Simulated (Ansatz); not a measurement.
# Tl3Cu (Pm-3m) in Ansatz: reference runs

Reference runs on Tl3Cu: the cell as given and a disturbed copy.

Everything below comes from runs of Ansatz 0.2.0. Logs are shortened: lines on timing, memory, paths and dates and some standing lists are left out, and cuts for length are marked.

**1. The crystal as given**

The structure is cubic, space group Pm-3m (No. 221). Conventional cell: a = 4.717 Å, b = 4.717 Å, c = 4.717 Å, α = 90.00°, β = 90.00°, γ = 90.00°. Tl (site symmetry 4/mmm) is surrounded by 8 Tl at 3.34 Å and 4 Cu at 3.34 Å. Around Cu (site symmetry m-3m) lie 12 Tl at 3.34 Å.

The cell comes from a database or a generator and needn't be the stable form of this composition.

**2. Single point, PBE**

Input file input.yaml:

```yaml
crystal:
  lattice:
    - [4.716998, 0.0, 0.0]
    - [0.0, 4.716998, 0.0]
    - [0.0, 0.0, 4.716998]
  atoms:
    - { symbol: Tl, position: [0.5, 0.5, 0.0] }
    - { symbol: Tl, position: [0.5, 0.0, 0.5] }
    - { symbol: Tl, position: [0.0, 0.5, 0.5] }
    - { symbol: Cu, position: [0.0, 0.0, 0.0] }
hamiltonian:
  xc: pbe
  pseudopotentials: { kind: paw }
kpoints:
  mp_grid: { grid: [6, 6, 6] }
scf:
  occupations: { method: fermi_dirac, width: 0.05 }
output:
  forces: true
  stress: true
  eigenvalues: true
```

Potentials or basis: Ansatz PAW.

Run with:

```sh
> ansatz run input.yaml --threads 2 --pin off --max-ram 5120MiB --backend cpu --events-out ev --progress --plain --runs-dir out
```

What it wrote:

```text
Warning: RAYON_NUM_THREADS=2 ignored (pool sized by the plan → 2); use --threads N
Engine: ansatz 0.2.0, x86_64-unknown-linux-gnu
Pseudopotentials: kind: paw
Pseudopotential: Tl, paw, valence charge 13, recommended cutoff 420 eV (normal), Tl.paw.azcp
Pseudopotential: Cu, paw, valence charge 19, recommended cutoff 420 eV (normal), Cu.paw.azcp
Functional definition: PBE
  parameter kappa = 0.804
  parameter beta = 0.06672455060314922
  exchange = pbe_x(kappa = kappa, mu = beta*pi^2/3)
  correlation = pbe_c(beta = beta)
Crystal: 4 atoms, lattice volume = 104.954 Å³
Basis set: ecut = 420 eV, 2103 PW (Γ), exchange–correlation on 64×64×64 points (8 copies of the dense FFT grid, shifted against one another)
Bands: 35, of which v1, the nominal top of the filled ones, is band 29 counted from 1 (28 counted from 0)
Symmetry: 48 space group operations
Space group: Pm-3m (ITA 221), of the structure as read, at distance tolerance 4.7e-5 Å
k-points: 20 of 216
Non-local potential: Tl, projectors of the file, l = 0: 2, l = 1: 2, l = 2: 2, l = 3: 1
Non-local potential: Cu, projectors of the file, l = 0: 3, l = 1: 2, l = 2: 3, l = 3: 1
PAW form: soft (Blöchl's): semilocal exchange-correlation on the pseudo side does not see the compensation charge
PAW one-centre angular grid: Tl, 590 points (default); XC on 64 Gauss nodes
PAW one-centre angular grid: Cu, 590 points (default); XC on 64 Gauss nodes
Initial density: superposition of atomic densities (neutral atoms: chi_scale 0, normalization atom), corrected by the library's trained network
Initial wavefunctions: pseudopotential atomic-orbital guess
Functional: x = pbe(κ = 0.804, μ = 0.2195149727645171), c = pbe(β = 0.06672455060314922)
SCF iter   1: F=—  HF=-40956.475046 eV  |F-HF|=—  |Δ(HF+E_count)|=         —  Δρ=1.23e-3  dr2=3.52e-3  ethr=1.77e-3  ⟨swp⟩=6.9  Hψ=2806  notcnv=0
preconditioner: auto → Resta (q_TF=auto, 2.472 Å⁻¹)  ε∞=6.1  [insulator: Δε(μ)=0.145 eV  Ē_g=11.364 eV  σ=0.050 eV  W_gap=0.58  n_scr=26 (ndim 8)  ℏωp=25.6 eV  f_vac=0.000  D(μ)=1.92/eV (n_scr^D=6)  ε∞_Penn≈6.1]
SCF iter   2: F=—  HF=-40956.476080 eV  |F-HF|=—  |Δ(HF+E_count)|=   1.03e-3  Δρ=5.66e-4  dr2=1.02e-3  ethr=6.08e-6  ⟨swp⟩=2.5  Hψ=1323  notcnv=0  defer=3
SCF iter   3: F=—  HF=-40956.475920 eV  |F-HF|=—  |Δ(HF+E_count)|=   1.60e-4  Δρ=7.54e-4  dr2=4.23e-4  ethr=1.76e-6  ⟨swp⟩=2.0  Hψ=1271  notcnv=0  defer=3
SCF iter   4: F=—  HF=-40956.475827 eV  |F-HF|=—  |Δ(HF+E_count)|=   9.33e-5  Δρ=5.60e-5  dr2=3.05e-6  ethr=7.29e-7  ⟨swp⟩=2.0  Hψ=821  notcnv=0  defer=3
SCF iter   5: F=—  HF=-40956.475827 eV  |F-HF|=—  |Δ(HF+E_count)|=   6.36e-7  Δρ=3.91e-5  dr2=1.54e-6  ethr=5.26e-9  ⟨swp⟩=2.0  Hψ=1267  notcnv=0  defer=3
SCF iter   6: F=-40956.475827 eV  HF=-40956.475827 eV  |F-HF|=4.94e-8  |Δ(HF+E_count)|=   1.63e-7  Δρ=8.19e-6  dr2=6.30e-8  ethr=1.72e-10  ⟨swp⟩=5.8  Hψ=3220  notcnv=0
SCF 1 converged in 6 iterations: F = -40956.475827 eV  dr2 = 6.30e-8
SCF converged after 6 iterations
Free energy (F): -40956.475827 eV
Harris-Foulkes:  -40956.475827 eV  (|F-HF|=4.94e-8)
Internal energy: -40956.459263 eV  (E = F + TS)
E sigma→0 (E₀):  -40956.467545 eV
Entropy (-TS):   -0.016564 eV (-4.141 meV/atom)
Fermi energy:    10.210508 eV
--- Per-component energies (eV) ---
  E_band       = -456.549071
  E_kinetic    = 1300.398178
  E_local      = -8089.937141  (includes V_loc(G=0)·N_el)
  E_nonlocal   = 1351.568793
  E_hartree    = 3404.113625
  E_xc         = -778.622106
  E_vxc        = -537.795189  (∫ρ·V_xc dr)
  E_paw        = -32165.625493  (= ΣΔE_a)
  E_vpaw       = -1289.024950  (= ΣTr[D̂ρ^β])
  E_aug_tail   = 0.000393  (compensation charges beyond the density's cutoff)
  E_ewald      = -5978.355511
  E_smearing   = -0.016564  (= −TS)
  E_closure    = -0.000000  (closes the sum)
  Σ components = -40956.475827   (vs F -40956.475827, Δ=0.00e0)
--- Forces (eV/Å), atoms counted from 1 ---
  atom   1  Tl     0.00000000     0.00000000    -0.00000000
  atom   2  Tl     0.00000000    -0.00000000    -0.00000000
  atom   3  Tl     0.00000000    -0.00000000    -0.00000000
  atom   4  Cu    -0.00000000     0.00000000     0.00000000
  max |Σ_I F_I| component: 5.55e-29 eV/Å
--- Stress (GPa, compression-positive) ---
        0.029368      -0.000000       0.000000
       -0.000000       0.029368       0.000000
        0.000000       0.000000       0.029368
  P = ⅓ Tr σ = 0.0294 GPa (0.294 kbar)
--- Band table (eV; the first three rows and the last of 20) ---
  k-point 0: bands = ["-101.6624", "-59.0626", "-59.0626", "-59.0626", "-1.8636", "-1.8009", "-1.8009", "-1.8009", "-1.5302", "-1.5302", "-1.1923", "-1.1923", "-1.1923", "-1.0678", "-1.0678", "-0.8755", "-0.8134", "-0.8134", "-0.8134", "0.4718", "6.6481", "6.6481", "8.1620", "8.1620", "8.1620", "8.4713", "8.4713", "8.8312", "8.8312", "8.8312", "10.7558", "14.9768", "14.9768", "14.9768", "15.5060"]
  k-point 1: bands = ["-101.6623", "-59.0626", "-59.0626", "-59.0626", "-1.8136", "-1.7902", "-1.7481", "-1.7481", "-1.5190", "-1.4875", "-1.2035", "-1.1965", "-1.1965", "-1.1058", "-1.0668", "-0.9085", "-0.8896", "-0.8896", "-0.8133", "0.6656", "5.5450", "6.7331", "8.0679", "8.0679", "8.1608", "8.1800", "8.3823", "9.1873", "9.1873", "9.5673", "11.8239", "14.2437", "14.3564", "14.3564", "14.6847"]
  k-point 2: bands = ["-101.6623", "-59.0626", "-59.0626", "-59.0626", "-1.7677", "-1.6917", "-1.5995", "-1.5995", "-1.4950", "-1.3803", "-1.2273", "-1.2183", "-1.2183", "-1.2089", "-1.0708", "-1.0708", "-1.0675", "-0.9936", "-0.8132", "1.2436", "3.8987", "6.9546", "7.9651", "7.9651", "8.1456", "8.1553", "8.1584", "9.9063", "10.0383", "10.0383", "12.8912", "12.8912", "13.3263", "13.4598", "14.4755"]
  k-point 19: bands = ["-101.6623", "-59.0626", "-59.0626", "-59.0626", "-1.6910", "-1.6910", "-1.6910", "-1.6009", "-1.4953", "-1.4953", "-1.4953", "-1.1837", "-1.1837", "-1.1837", "-1.1024", "-1.1024", "-0.8750", "-0.8750", "-0.8750", "4.7943", "4.7943", "4.7943", "6.9732", "7.9221", "7.9221", "7.9221", "8.1959", "8.1959", "8.3771", "8.3771", "8.3771", "9.4759", "19.0878", "19.0878", "19.6886"]
```

Wall time 3.8 s (2 threads of Intel Xeon at 2.50GHz (Skylake/Cascade Lake), shared host); peak memory 0.42 GiB.

Results:

| Property | Result |
| --- | --- |
| Free energy | -40956.4758 eV |
| Pressure | 0.0 GPa |
| Band gap on the k mesh | none (metal or under the smearing width) |

Levels at points of the mesh, in eV from the Fermi level:
```tsv
k point	band 25	band 26	band 27	band 28	band 29	band 30	band 31	band 32	band 33	band 34
(0.00, 0.00, 0.00)	-2.05	-1.74	-1.74	-1.38	-1.38	-1.38	0.55	4.77	4.77	4.77
(0.00, 0.00, -0.50)	-2.24	-2.05	-2.05	-0.17	0.73	0.73	1.53	1.53	2.78	2.86
(0.00, -0.50, -0.50)	-2.20	-2.04	-1.95	-1.90	1.33	2.25	2.25	2.74	3.04	3.04
(-0.50, -0.50, -0.50)	-2.29	-2.29	-2.01	-2.01	-1.83	-1.83	-1.83	-0.73	8.88	8.88
```

Spin-orbit coupling is left out, which matters for the levels of Tl.

**3. Single point, PBE (atoms moved at random, drawn with an rms of 0.05 Å)**

Input file input.yaml:

```yaml
crystal:
  lattice:
    - [4.716998, 0.0, 0.0]
    - [0.0, 4.716998, 0.0]
    - [0.0, 0.0, 4.716998]
  atoms:
    - { symbol: Tl, position: [0.48604, 0.494386, -0.001089] }
    - { symbol: Tl, position: [0.486203, -0.001842, 0.497031] }
    - { symbol: Tl, position: [-0.004914, 0.49394, 0.509767] }
    - { symbol: Cu, position: [-0.002773, 0.002838, 0.00647] }
hamiltonian:
  xc: pbe
  pseudopotentials: { kind: paw }
kpoints:
  mp_grid: { grid: [6, 6, 6] }
scf:
  occupations: { method: fermi_dirac, width: 0.05 }
output:
  forces: true
  stress: true
  eigenvalues: true
```

Potentials or basis: Ansatz PAW.

Run with:

```sh
> ansatz run input.yaml --threads 2 --pin off --max-ram 5120MiB --backend cpu --events-out ev --progress --plain --runs-dir out
```

What it wrote:

```text
Warning: RAYON_NUM_THREADS=2 ignored (pool sized by the plan → 2); use --threads N
Engine: ansatz 0.2.0, x86_64-unknown-linux-gnu
Pseudopotentials: kind: paw
Pseudopotential: Tl, paw, valence charge 13, recommended cutoff 420 eV (normal), Tl.paw.azcp
Pseudopotential: Cu, paw, valence charge 19, recommended cutoff 420 eV (normal), Cu.paw.azcp
Functional definition: PBE
  parameter kappa = 0.804
  parameter beta = 0.06672455060314922
  exchange = pbe_x(kappa = kappa, mu = beta*pi^2/3)
  correlation = pbe_c(beta = beta)
Crystal: 4 atoms, lattice volume = 104.954 Å³
Basis set: ecut = 420 eV, 2103 PW (Γ), exchange–correlation on 64×64×64 points (8 copies of the dense FFT grid, shifted against one another)
Bands: 35, of which v1, the nominal top of the filled ones, is band 29 counted from 1 (28 counted from 0)
Symmetry: 1 space group operations
Space group: P1 (ITA 1), of the structure as read, at distance tolerance 4.7e-5 Å
k-points: 112 of 216 (time reversal used)
[... 27 lines left out ...]
  E_kinetic    = 1300.433995
  E_local      = -8093.749745  (includes V_loc(G=0)·N_el)
  E_nonlocal   = 1351.552254
  E_hartree    = 3405.958103
  E_xc         = -778.635209
  E_vxc        = -537.814813  (∫ρ·V_xc dr)
  E_paw        = -32165.618180  (= ΣΔE_a)
  E_vpaw       = -1289.011985  (= ΣTr[D̂ρ^β])
  E_aug_tail   = 0.000391  (compensation charges beyond the density's cutoff)
  E_ewald      = -5976.395148
  E_smearing   = -0.016702  (= −TS)
  E_closure    = -0.000000  (closes the sum)
  Σ components = -40956.470242   (vs F -40956.470242, Δ=0.00e0)
--- Forces (eV/Å), atoms counted from 1 ---
  atom   1  Tl     0.08056253     0.03424409     0.07659352
  atom   2  Tl     0.07912076    -0.07475402    -0.01231074
  atom   3  Tl    -0.16270822     0.03629522    -0.06933895
  atom   4  Cu     0.00302355     0.00421350     0.00505600
  max |Σ_I F_I| component: 1.38e-6 eV/Å
--- Stress (GPa, compression-positive) ---
        0.078717      -0.007415       0.031066
       -0.007415       0.059067      -0.002292
        0.031066      -0.002292       0.071287
  P = ⅓ Tr σ = 0.0697 GPa (0.697 kbar)
--- Band table (eV; the first three rows and the last of 112) ---
  k-point 0: bands = ["-101.6660", "-59.0665", "-59.0663", "-59.0657", "-1.8661", "-1.8047", "-1.8038", "-1.8013", "-1.5331", "-1.5310", "-1.1954", "-1.1937", "-1.1922", "-1.0697", "-1.0685", "-0.8764", "-0.8152", "-0.8141", "-0.8137", "0.4677", "6.6411", "6.6476", "8.1559", "8.1564", "8.1580", "8.4607", "8.4679", "8.8323", "8.8355", "8.8454", "10.7555", "14.9749", "14.9804", "14.9835", "15.5057"]
  k-point 1: bands = ["-101.6659", "-59.0665", "-59.0663", "-59.0657", "-1.8162", "-1.7925", "-1.7521", "-1.7493", "-1.5211", "-1.4891", "-1.2082", "-1.1977", "-1.1952", "-1.1079", "-1.0674", "-0.9099", "-0.8903", "-0.8891", "-0.8149", "0.6617", "5.5399", "6.7341", "8.0635", "8.0638", "8.1564", "8.1760", "8.3803", "9.1873", "9.1902", "9.5700", "11.8243", "14.2399", "14.3558", "14.3599", "14.6837"]
  k-point 2: bands = ["-101.6659", "-59.0665", "-59.0663", "-59.0657", "-1.7699", "-1.6944", "-1.6052", "-1.6009", "-1.4967", "-1.3821", "-1.2348", "-1.2201", "-1.2143", "-1.2118", "-1.0717", "-1.0698", "-1.0668", "-0.9940", "-0.8146", "1.2401", "3.8950", "6.9553", "7.9607", "7.9617", "8.1427", "8.1538", "8.1545", "9.9050", "10.0399", "10.0410", "12.8894", "12.8931", "13.3212", "13.4576", "14.4761"]
  k-point 111: bands = ["-101.6659", "-59.0665", "-59.0663", "-59.0657", "-1.6955", "-1.6936", "-1.6906", "-1.6030", "-1.5005", "-1.4957", "-1.4951", "-1.1875", "-1.1848", "-1.1835", "-1.1043", "-1.1030", "-0.8774", "-0.8760", "-0.8746", "4.7780", "4.7897", "4.7964", "6.9805", "7.9144", "7.9220", "7.9257", "8.1921", "8.1936", "8.3738", "8.3752", "8.3764", "9.4844", "19.0893", "19.0945", "19.6884"]
```

It took 25 s on 2 threads of Intel Xeon at 2.50GHz (Skylake/Cascade Lake), shared host; peak memory 0.57 GiB.

What came out:

| Quantity | Value |
| --- | --- |
| Free energy | -40956.4702 eV |
| Pressure | 0.1 GPa |
| Largest force | 0.181 eV/Å |
| Band gap on the k mesh | none (metal or under the smearing width) |

Forces in eV/Å, atoms in the order of the input:
```
Tl   0.081  0.034  0.077
Tl   0.079 -0.075 -0.012
Tl  -0.163  0.036 -0.069
Cu   0.003  0.004  0.005
```

Levels at points of the mesh, in eV from the Fermi level:
| k point | band 26 | band 27 | band 28 | band 29 | band 30 | band 31 | band 32 | band 33 |
| --- | --- | --- | --- | --- | --- | --- | --- | --- |
| (0.00, 0.00, 0.00) | -1.75 | -1.74 | -1.38 | -1.38 | -1.37 | 0.54 | 4.76 | 4.77 |
| (0.00, 0.00, -0.50) | -2.06 | -2.05 | -0.17 | 0.73 | 0.73 | 1.53 | 1.54 | 2.77 |
| (0.00, -0.50, 0.00) | -2.06 | -2.05 | -0.17 | 0.72 | 0.72 | 1.54 | 1.54 | 2.77 |
| (0.00, -0.50, -0.50) | -2.05 | -1.96 | -1.91 | 1.32 | 2.24 | 2.24 | 2.70 | 3.05 |
| (-0.50, 0.00, 0.00) | -2.06 | -2.05 | -0.18 | 0.71 | 0.71 | 1.54 | 1.55 | 2.79 |
| (-0.50, 0.00, -0.50) | -2.05 | -1.96 | -1.91 | 1.32 | 2.25 | 2.25 | 2.71 | 3.03 |
| (-0.50, -0.50, 0.00) | -2.05 | -1.95 | -1.91 | 1.32 | 2.25 | 2.25 | 2.70 | 3.04 |
| (-0.50, -0.50, -0.50) | -2.29 | -2.02 | -2.02 | -1.84 | -1.84 | -1.83 | -0.73 | 8.88 |
